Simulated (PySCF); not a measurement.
# C2H8FGaO: the cost of one run

Computed with PySCF 2.14.0, with density-fitted response routines of our own, on a single molecule in the gas phase. Atoms count from 0, in the outputs and in this text.

### 1 The starting structure

13 atoms, charge 0, multiplicity 1; geometry from: GFN2-xTB. The atoms were then displaced at random by about 0.01 Å, so the start is not that level's minimum.

Bonds of the start (Å): C0–O1 1.41, O1–C2 1.42, O1–Ga3 2.16, Ga3–F4 1.74, C0–H5 1.11, C0–H6 1.11, C0–H7 1.06, C2–H8 1.09, C2–H9 1.11, C2–H10 1.08, Ga3–H11 1.53, Ga3–H12 1.54.

### 2 Relaxing the molecule at PBE0-D3(BJ)/def2-SVP

Job settings and geometry (Å):

```
{"job": {"xc": "PBE0", "basis": "def2-SVP", "d3": "d3bj", "grid": 1, "shake": 0.01, "kind": "geom"}, "charge": 0, "multiplicity": 1}
C     -0.858490    -1.143730    -0.641000
O     -0.176820    -0.102490     0.028760
C     -0.890430     1.128290     0.093100
Ga     1.891910    -0.104750     0.660360
F      2.404240     1.055540    -0.524110
H     -1.805930    -1.356970    -0.110670
H     -1.110150    -0.813240    -1.667320
H     -0.210350    -1.985280    -0.676310
H     -1.803340     1.017080     0.684450
H     -0.213880     1.830250     0.626120
H     -1.098190     1.505690    -0.892510
H      2.214340    -1.568380     0.358360
H      1.662900     0.521080     2.050450
```

Launch:

```console
$ OMP_NUM_THREADS=1 python probes_run.py task.json out
```

One launch serves the whole session: the jobs run in the order shown.

Q: Estimate the wall time and peak memory of this first job on 1 thread of Arm Neoverse V2, shared host.

About 2 min, with a peak of 0.55 GiB.
